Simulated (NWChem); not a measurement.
# One shape, several levels: CH6Ge (SMILES [CH3][GeH3])

We compute a comparison of 6 runs (B3LYP/def2-SVPD, BHLYP/def2-SVPD, M06-L/def2-SVPD, PBE0/def2-SVPD, TPSS/def2-SVPD, r2SCAN/def2-SVPD) of CH6Ge. 

The results are computed with NWChem 7.3.0.

**1. Starting point**

CH6Ge has 8 atoms, charge 0, and is taken as a singlet. SMILES: `[CH3][GeH3]`. The coordinates come from a PBE0-D4/def2-TZVP relaxation.

Bond lengths: C1–Ge2 1.953 Å, C1–H3 1.090 Å, C1–H4 1.090 Å, C1–H5 1.091 Å, Ge2–H6 1.539 Å, Ge2–H7 1.539 Å, Ge2–H8 1.539 Å. Some angles: C1–Ge2–H6 110.4°, C1–Ge2–H7 110.4°, C1–Ge2–H8 110.4°, Ge2–C1–H3 110.3°, Ge2–C1–H4 110.3°, Ge2–C1–H5 110.3°, H6–Ge2–H7 108.5°, H6–Ge2–H8 108.5°, H7–Ge2–H8 108.5°, H3–C1–H4 108.6°.

**2. Energy and forces at B3LYP/def2-SVPD (run 1)**

Contents of ch6ge.nw:

```
START ch6ge
TITLE "CH6Ge"
memory total 2200 mb

GEOMETRY noautosym nocenter noautoz
C       -0.310900       0.190300      -0.971400
Ge       0.296900      -0.181900       0.846700
H       -1.380100       0.404200      -0.976500
H        0.218800       1.052200      -1.378400
H       -0.124600      -0.669400      -1.616000
H        0.030700       1.028200       1.760100
H        1.807100      -0.479600       0.857700
H       -0.445700      -1.401200       1.422100
END

BASIS spherical bse
C library def2-SVPD
Ge library def2-SVPD
H library def2-SVPD
END

DFT
xc b3lyp
mult 1
grid fine
convergence energy 1e-08
maxiter 100
mulliken
END

TASK dft gradient
```

Launch:

```console
$ nwchem ch6ge.nw > ch6ge.out
```

Standard output:

```text
[...]
          Wavefunction type:  closed shell.
          No. of atoms     :     8
          No. of electrons :    44
[...]
          Charge           :     0
          Spin multiplicity:     1
[...]
          AO basis - number of functions:   106
[...]
              XC Information
              --------------
                         B3LYP Method XC Potential
                     Hartree-Fock (Exact) Exchange  0.200
                        Slater Exchange Functional  0.800 local
                    Becke 1988 Exchange Functional  0.720 non-local
              Lee-Yang-Parr Correlation Functional  0.810
                  VWN I RPA Correlation Functional  0.190 local
[...]
 d= 0,ls=0.0,diis     1  -2118.4503529027 -2.24D+03  8.48D-03  1.94D-01     2.9
[...]
 d= 0,ls=0.0,diis     8  -2118.4724219792 -3.20D-09  1.92D-07  2.18D-10    18.9
         Total DFT energy =    -2118.472421979203
      One electron energy =    -3187.926346396187
           Coulomb energy =     1036.186424285531
    Exchange-Corr. energy =      -86.727415519761
 Nuclear repulsion energy =      119.994915651213
[...]
      Total Density - Mulliken Population Analysis
     ---------------------------------------------
    Atom       Charge   Shell Charges
 -----------   ------   -------------------------------------------------------
    1 C    6     5.70   1.98  0.93 -0.22  0.04  2.13  0.85  0.02 -0.03
    2 Ge  32    32.41   2.00  2.00  1.99  1.22  0.56 -0.05  6.00  5.98  1.44  1.07  8.08  1.82  0.23  0.08
    3 H    1     1.10   0.75  0.25  0.03  0.08
    4 H    1     1.10   0.75  0.25  0.03  0.08
    5 H    1     1.10   0.75  0.25  0.03  0.08
    6 H    1     0.86   0.73  0.15  0.01 -0.03
    7 H    1     0.86   0.73  0.15  0.01 -0.03
    8 H    1     0.86   0.73  0.15  0.01 -0.03
[...]
  wavefunction    = closed shell
                         DFT ENERGY GRADIENTS
    atom               coordinates                        gradient
                 x          y          z           x          y          z
   1 C      -0.587516   0.359615  -1.835680   -0.000619   0.000414  -0.001673
   2 Ge      0.561060  -0.343741   1.600031   -0.001241   0.000728  -0.003678
   3 H      -2.608011   0.763827  -1.845317    0.005539  -0.001169   0.000461
   4 H       0.413472   1.988370  -2.604798   -0.002501  -0.004405   0.002473
   5 H      -0.235460  -1.264983  -3.053797   -0.000786   0.004162   0.003631
   6 H       0.058015   1.943016   3.326107    0.000150  -0.000786  -0.000676
   7 H       3.414924  -0.906313   1.620818   -0.001027   0.000214  -0.000076
   8 H      -0.842251  -2.647884   2.687379    0.000484   0.000841  -0.000462
[...]
```

Run time: 26 s. Hardware: 1 thread of Intel Xeon Platinum 8488C (Sapphire Rapids), shared host; peak memory 0.13 GiB.

**3. Energy and forces at BHLYP/def2-SVPD (run 2)**

Contents of job.nw:

```
echo
start job
title "CH6Ge"
memory total 2200 mb

geometry units angstrom noautosym nocenter noautoz
  C       -0.310900       0.190300      -0.971400
  Ge       0.296900      -0.181900       0.846700
  H       -1.380100       0.404200      -0.976500
  H        0.218800       1.052200      -1.378400
  H       -0.124600      -0.669400      -1.616000
  H        0.030700       1.028200       1.760100
  H        1.807100      -0.479600       0.857700
  H       -0.445700      -1.401200       1.422100
end

basis "ao basis" spherical bse
  * library def2-SVPD
end

dft
  xc bhlyp
  grid fine
  convergence energy 1e-08
  iterations 100
  mulliken
end

task dft gradient
```

Launch:

```console
$ nwchem job.nw > job.out
```

Standard output:

```text
[...]
          Wavefunction type:  closed shell.
          No. of atoms     :     8
          No. of electrons :    44
[...]
          Charge           :     0
          Spin multiplicity:     1
[...]
          AO basis - number of functions:   106
[...]
              XC Information
              --------------
                        BHLYP Method XC Functional
                     Hartree-Fock (Exact) Exchange  0.500
                        Slater Exchange Functional  0.500 local
                    Becke 1988 Exchange Functional  0.500 non-local
              Lee-Yang-Parr Correlation Functional  1.000
[...]
 d= 0,ls=0.0,diis     1  -2118.3507026639 -2.24D+03  4.96D-03  1.22D-01     2.9
[...]
 d= 0,ls=0.0,diis     8  -2118.3694420421 -1.74D-09  2.20D-07  2.00D-10    18.7
         Total DFT energy =    -2118.369442042105
      One electron energy =    -3188.453260638466
           Coulomb energy =     1036.764135488228
    Exchange-Corr. energy =      -86.675232543081
 Nuclear repulsion energy =      119.994915651213
[...]
      Total Density - Mulliken Population Analysis
     ---------------------------------------------
    Atom       Charge   Shell Charges
 -----------   ------   -------------------------------------------------------
    1 C    6     5.92   1.99  0.90 -0.12  0.02  2.10  1.01  0.02 -0.01
    2 Ge  32    32.11   2.00  2.00  1.99  1.14  0.40 -0.02  6.00  5.98  1.40  1.01  8.11  1.82  0.22  0.07
    3 H    1     1.05   0.75  0.20  0.03  0.07
    4 H    1     1.05   0.75  0.20  0.03  0.07
    5 H    1     1.05   0.75  0.20  0.03  0.07
    6 H    1     0.94   0.73  0.22  0.01 -0.02
    7 H    1     0.94   0.73  0.22  0.01 -0.02
    8 H    1     0.94   0.73  0.22  0.01 -0.02
[...]
  wavefunction    = closed shell
                         DFT ENERGY GRADIENTS
    atom               coordinates                        gradient
                 x          y          z           x          y          z
   1 C      -0.587516   0.359615  -1.835680   -0.000516   0.000353  -0.001365
   2 Ge      0.561060  -0.343741   1.600031   -0.000883   0.000509  -0.002610
   3 H      -2.608011   0.763827  -1.845317    0.000489  -0.000166   0.000489
   4 H       0.413472   1.988370  -2.604798    0.000028  -0.000331   0.000597
   5 H      -0.235460  -1.264983  -3.053797    0.000114   0.000076   0.000629
   6 H       0.058015   1.943016   3.326107   -0.000405   0.001829   0.001381
   7 H       3.414924  -0.906313   1.620818    0.002280  -0.000447   0.000019
   8 H      -0.842251  -2.647884   2.687379   -0.001106  -0.001824   0.000860
[...]
```

Run time: 26 s. Hardware: 1 thread of Intel Xeon Platinum 8488C (Sapphire Rapids), shared host; peak memory 0.13 GiB.

**4. Energy and gradient at M06-L/def2-SVPD (run 3)**

Contents of ch6ge.xyz:

```xyz
8

C     -0.310900     0.190300    -0.971400
Ge     0.296900    -0.181900     0.846700
H     -1.380100     0.404200    -0.976500
H      0.218800     1.052200    -1.378400
H     -0.124600    -0.669400    -1.616000
H      0.030700     1.028200     1.760100
H      1.807100    -0.479600     0.857700
H     -0.445700    -1.401200     1.422100
```

Contents of run.py:

```python
from ase.io import read
from ase.calculators.nwchem import NWChem

system = read('ch6ge.xyz')

calc = NWChem(
    label='ch6ge',
    theory='dft',
    memory='2200 mb',
    basis='def2-SVPD',
    basispar='spherical bse',
    dft={'xc': 'm06-l', 'mult': '1', 'grid': 'fine', 'convergence': 'energy 1e-08', 'iterations': '100', 'mulliken': None},
)
system.calc = calc

forces = system.get_forces()
e = system.get_potential_energy()
print(f"E = {e:.6f} eV")
print("forces (eV/A):")
for s, f in zip(system.symbols, forces):
    print(f"{s:2s} {f[0]:10.5f} {f[1]:10.5f} {f[2]:10.5f}")
print("dipole (e A):", system.get_dipole_moment().round(4))
```

Launch:

```console
$ export ASE_NWCHEM_COMMAND="nwchem PREFIX.nwi > PREFIX.nwo"
$ python run.py
```

Standard output:

```text
E = -57643.436219 eV
forces (eV/A):
C     0.10778   -0.06798    0.31301
Ge    0.00540   -0.00154    0.01430
H    -0.20677    0.04952   -0.05939
H     0.07184    0.16131   -0.12902
H     0.01260   -0.13406   -0.16841
H    -0.01054    0.03980    0.02288
H     0.04613   -0.00833   -0.00591
H    -0.02638   -0.03867    0.01255
dipole (e A): [-0.0411  0.0251 -0.123 ]
```

The calculator wrote ch6ge.nwi:

```
title "ch6ge"

permanent_dir ch6ge

scratch_dir ch6ge

start ch6ge

geometry units angstrom nocenter noautosym noautoz
  C  -3.1090000000000001e-01 1.9030000000000000e-01 -9.7140000000000004e-01
  Ge 2.9690000000000000e-01 -1.8190000000000001e-01 8.4670000000000001e-01
  H  -1.3801000000000001e+00 4.0420000000000000e-01 -9.7650000000000003e-01
  H  2.1879999999999999e-01 1.0522000000000000e+00 -1.3784000000000001e+00
  H  -1.2460000000000000e-01 -6.6940000000000000e-01 -1.6160000000000001e+00
  H  3.0700000000000002e-02 1.0282000000000000e+00 1.7601000000000000e+00
  H  1.8070999999999999e+00 -4.7960000000000003e-01 8.5770000000000002e-01
  H  -4.4569999999999999e-01 -1.4012000000000000e+00 1.4220999999999999e+00
end

memory 2200 mb

basis spherical bse noprint
   * library def2-SVPD
end

dft
  xc m06-l
  mult 1
  grid fine
  convergence energy 1e-08
  iterations 100
  mulliken
end

task dft gradient
```

ch6ge.nwo, cut to the lines that bear on the results:

```text
[...]
         Total DFT energy =    -2118.357226162655
[...]
  wavefunction    = closed shell
                         DFT ENERGY GRADIENTS
    atom               coordinates                        gradient
                 x          y          z           x          y          z
   1 C      -0.587516   0.359615  -1.835680   -0.002096   0.001322  -0.006087
   2 Ge      0.561060  -0.343741   1.600031   -0.000105   0.000030  -0.000278
   3 H      -2.608011   0.763827  -1.845317    0.004021  -0.000963   0.001155
[... 4 lines of this table left out ...]
   8 H      -0.842251  -2.647884   2.687379    0.000513   0.000752  -0.000244
[...]
```

It took 42 s on 1 thread of Intel Xeon Platinum 8488C (Sapphire Rapids), shared host; peak memory 0.13 GiB.

Runs 4 to 5 aren't shown in full; the table further down has their settings and results.

**5. Energy and gradient at r2SCAN/def2-SVPD (run 6)**

Contents of mymol.xyz:

```xyz
8
CH6Ge
C     -0.310900     0.190300    -0.971400
Ge     0.296900    -0.181900     0.846700
H     -1.380100     0.404200    -0.976500
H      0.218800     1.052200    -1.378400
H     -0.124600    -0.669400    -1.616000
H      0.030700     1.028200     1.760100
H      1.807100    -0.479600     0.857700
H     -0.445700    -1.401200     1.422100
```

Contents of run.py:

```python
from ase.io import read
from ase.calculators.nwchem import NWChem

mol = read('mymol.xyz')

calc = NWChem(
    label='mymol',
    theory='dft',
    memory='2200 mb',
    basis='def2-SVPD',
    basispar='spherical bse',
    dft={'xc': 'r2scan', 'mult': '1', 'grid': 'fine', 'convergence': 'energy 1e-08', 'iterations': '100', 'mulliken': None},
)
mol.calc = calc

forces = mol.get_forces()
e = mol.get_potential_energy()
print(f"E = {e:.6f} eV")
print("forces (eV/A):")
for s, f in zip(mol.symbols, forces):
    print(f"{s:2s} {f[0]:10.5f} {f[1]:10.5f} {f[2]:10.5f}")
print("dipole (e A):", mol.get_dipole_moment().round(4))
```

Launch:

```console
$ export ASE_NWCHEM_COMMAND="nwchem PREFIX.nwi > PREFIX.nwo"
$ python run.py
```

Standard output:

```text
E = -57644.176260 eV
forces (eV/A):
C     0.10428   -0.06592    0.30288
Ge    0.02890   -0.01620    0.08485
H    -0.28735    0.05986   -0.01784
H     0.13282    0.22898   -0.12305
H     0.04314   -0.21870   -0.18353
H     0.00874   -0.04335   -0.03625
H    -0.05574    0.01136   -0.00355
H     0.02520    0.04402   -0.02345
dipole (e A): [-0.0471  0.0288 -0.1407]
```

The calculator wrote mymol.nwi:

```
title "mymol"

permanent_dir mymol

scratch_dir mymol

start mymol

geometry units angstrom nocenter noautosym noautoz
  C  -3.1090000000000001e-01 1.9030000000000000e-01 -9.7140000000000004e-01
  Ge 2.9690000000000000e-01 -1.8190000000000001e-01 8.4670000000000001e-01
  H  -1.3801000000000001e+00 4.0420000000000000e-01 -9.7650000000000003e-01
  H  2.1879999999999999e-01 1.0522000000000000e+00 -1.3784000000000001e+00
  H  -1.2460000000000000e-01 -6.6940000000000000e-01 -1.6160000000000001e+00
  H  3.0700000000000002e-02 1.0282000000000000e+00 1.7601000000000000e+00
  H  1.8070999999999999e+00 -4.7960000000000003e-01 8.5770000000000002e-01
  H  -4.4569999999999999e-01 -1.4012000000000000e+00 1.4220999999999999e+00
end

memory 2200 mb

basis spherical bse noprint
   * library def2-SVPD
end

dft
  xc r2scan
  mult 1
  grid fine
  convergence energy 1e-08
  iterations 100
  mulliken
end

task dft gradient
```

mymol.nwo, cut to the lines that bear on the results:

```text
[...]
         Total DFT energy =    -2118.384422180526
[...]
  wavefunction    = closed shell
                         DFT ENERGY GRADIENTS
    atom               coordinates                        gradient
                 x          y          z           x          y          z
   1 C      -0.587516   0.359615  -1.835680   -0.002028   0.001282  -0.005890
   2 Ge      0.561060  -0.343741   1.600031   -0.000562   0.000315  -0.001650
   3 H      -2.608011   0.763827  -1.845317    0.005588  -0.001164   0.000347
[... 4 lines of this table left out ...]
   8 H      -0.842251  -2.647884   2.687379   -0.000490  -0.000856   0.000456
[...]
```

Run time: 33 s. Hardware: 1 thread of Intel Xeon Platinum 8488C (Sapphire Rapids), shared host; peak memory 0.13 GiB.

**6. Overview of the runs**

```
run             level   energy (Eh)  dipole moment (D)  HOMO energy (eV)  LUMO energy (eV)  wall time
  1   B3LYP/def2-SVPD  -2118.472422               0.70             -8.73              0.10       26 s
  2   BHLYP/def2-SVPD  -2118.369442               0.68            -10.11              0.85       26 s
  3   M06-L/def2-SVPD  -2118.357226               0.63             -7.79              0.53       42 s
  4    PBE0/def2-SVPD  -2118.103783               0.70             -8.96              0.38       27 s
  5    TPSS/def2-SVPD  -2118.412786               0.74             -7.79             -0.08       33 s
  6  r2SCAN/def2-SVPD  -2118.384422               0.73             -7.98              0.39       33 s
```

**7. Summary of results**

| quantity | value |
| --- | --- |
| run 6: total energy | -2118.38442 Eh |
| run 6: dipole moment | 0.73 D |
| run 6: HOMO energy | -7.98 eV |
| run 6: LUMO energy | 0.39 eV |
| run 6: HOMO–LUMO gap | 8.38 eV |
| run 6: largest force on an atom | 0.327 eV/Å |

The dipole moment (its size) runs from 0.63 D (M06-L/def2-SVPD) to 0.74 D (TPSS/def2-SVPD). The HOMO–LUMO gap runs from 7.71 eV (TPSS/def2-SVPD) to 10.96 eV (BHLYP/def2-SVPD). Totals of different functionals can't be ranked against each other. All runs together took 3.1 min, the longest 42 s.
